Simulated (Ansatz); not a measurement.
# SiGe3 (ordered alloy on diamond lattice): the dielectric function from several functionals

Aim: the dielectric function of SiGe3 (ordered alloy on diamond lattice) in the independent-particle picture, and how it depends on the functional and on the gap. Plan: HSE06 for the gap; optics with PBE on 6×6×6; optics with r2SCAN on 6×6×6; optics with PBE and scissors to the HSE06 gap on 6×6×6; optics with PBE with spin-orbit coupling on 4×4×4.

Computed with Ansatz 0.2.0 (plane waves, PAW; no local fields, no excitons, unless a step's input says otherwise).

4 further runs of the same task are left out: 4 that didn't finish.

## 1. The system as given

The structure is trigonal, space group R3m (No. 160). The conventional cell has a = 3.968 Å, b = 3.968 Å, c = 19.402 Å, α = 90.00°, β = 90.00°, γ = 120.00°. Around Si (site symmetry 3m) lie 4 Ge at 2.40 to 2.42 Å. Ge (site symmetry 3m) has 4 Ge at 2.44 to 2.46 Å as nearest neighbours. Ge (site symmetry 3m) is surrounded by 3 Si at 2.42 Å and 1 Ge at 2.46 Å. Ge (site symmetry 3m) is surrounded by 1 Si at 2.40 Å and 3 Ge at 2.44 Å.

Structure file:

```cif
data_structure
_symmetry_space_group_name_H-M 'R3m:H'
_symmetry_Int_Tables_number 160
_cell_length_a 3.9678
_cell_length_b 3.9678
_cell_length_c 19.4016
_cell_angle_alpha 90.000
_cell_angle_beta 90.000
_cell_angle_gamma 120.000
_cell_volume 264.52
loop_
_atom_site_label
_atom_site_type_symbol
_atom_site_symmetry_multiplicity
_atom_site_Wyckoff_symbol
_atom_site_fract_x
_atom_site_fract_y
_atom_site_fract_z
_atom_site_occupancy
Si1 Si 3 a 0.66667 0.33333 0.33325 1
Ge1 Ge 3 a 0.33333 0.66667 0.16662 1
Ge2 Ge 3 a 0.33333 0.66667 0.29326 1
Ge3 Ge 3 a 0.00000 0.00000 0.12354 1
```

The cell was relaxed beforehand with r2SCAN; those runs aren't shown.

## 2. A hybrid for the gap

The input, input.yaml:

```yaml
crystal:
  lattice:
    - [1.9838896617, 1.1453992303, 6.4671925848]
    - [-1.9838896617, 1.1453992303, 6.4671925848]
    - [0.0, -2.2907984605, 6.4671925848]
  atoms:
    - { symbol: Si, position: [1.0000856422, 8.56422e-05, 8.56422e-05] }
    - { symbol: Ge, position: [0.5000462097, 0.5000462097, 0.5000462097] }
    - { symbol: Ge, position: [0.3734068851, 0.3734068851, 0.3734068851] }
    - { symbol: Ge, position: [0.8764612631, 0.8764612631, 0.8764612631] }
kpoints:
  mp_grid: { grid: [4, 4, 4] }
  band_path:
    path:
      - [0.0, 0.0, 0.0]
      - [-0.5, -0.5, -0.5]
      - [-0.5, -0.1875784431, -0.8124215569]
      - [-0.1875784431, 0.1875784431, -0.5]
      - [0.0, 0.0, -0.5]
      - [0.0, 0.3437892215, -0.3437892215]
      - [-0.3437892215, 0.0, -0.6562107785]
      - [-0.5, 0.0, -0.5]
      - [0.0, 0.5, 0.5]
    npoints: 1
hamiltonian:
  xc: hse06
scf:
  occupations: { method: fixed }
  n_extra_bands: 5
output:
  forces: true
  stress: true
  eigenvalues: true
```

On the command line:

```sh
$ ansatz run input.yaml --threads 4 --pin off --max-ram 3686MiB --backend cpu --events-out ev --progress --plain --runs-dir out
```

Further steps of the session: Optics, PBE; Optics, r2SCAN; Optics, PBE with a scissors shift; Optics, PBE with spin-orbit coupling.

Q: Predict the results of all the runs planned. Wanted: ε∞, PBE; ε∞, r2SCAN; ε∞, PBE with spin-orbit coupling; tallest peak of ε₂, PBE; tallest peak of ε₂, r2SCAN; tallest peak of ε₂, PBE with spin-orbit coupling; HSE06 direct gap.

As calculated:

| quantity | value |
| --- | --- |
| ε∞, PBE | 17.87 (xx, yy), 17.72 (zz) |
| ε∞, r2SCAN | 14.73 (xx, yy), 14.74 (zz) |
| ε∞, PBE + 0.69 eV scissors | 14.55 (xx, yy), 14.49 (zz) |
| ε∞, PBE with spin-orbit coupling | 17.93 (xx, yy), 17.70 (zz) |
| tallest peak of ε₂, PBE | 44.6 at 3.75 eV |
| tallest peak of ε₂, r2SCAN | 40.8 at 4.15 eV |
| tallest peak of ε₂, PBE + 0.69 eV scissors | 44.8 at 4.45 eV |
| tallest peak of ε₂, PBE with spin-orbit coupling | 44.6 at 3.75 eV (complete to 10.7 eV) |
| HSE06 direct gap | 1.08 eV |

In words: From PBE with spin-orbit coupling to PBE + 0.69 eV scissors the direct gap grows from 0.30 to 1.08 eV, and ε∞ goes from 17.85 to 14.53 (mean of the axes): a wider gap screens less. Spin-orbit coupling moves the direct gap by -0.09 eV; ε∞ doesn't compare between these two runs, as the bands summed differ. With a direct gap of only 0.30 eV, ε∞ hangs on the few k points next to it, so this mesh fixes it only roughly. The meshes differ between the runs, and peak heights and places move with the mesh, so part of any difference isn't the level's. The response is anisotropic: with PBE ε∞ is 17.87 (xx, yy), 17.72 (zz). Local fields and excitons are left out: both change ε∞, and without excitons the onset lacks its lines.
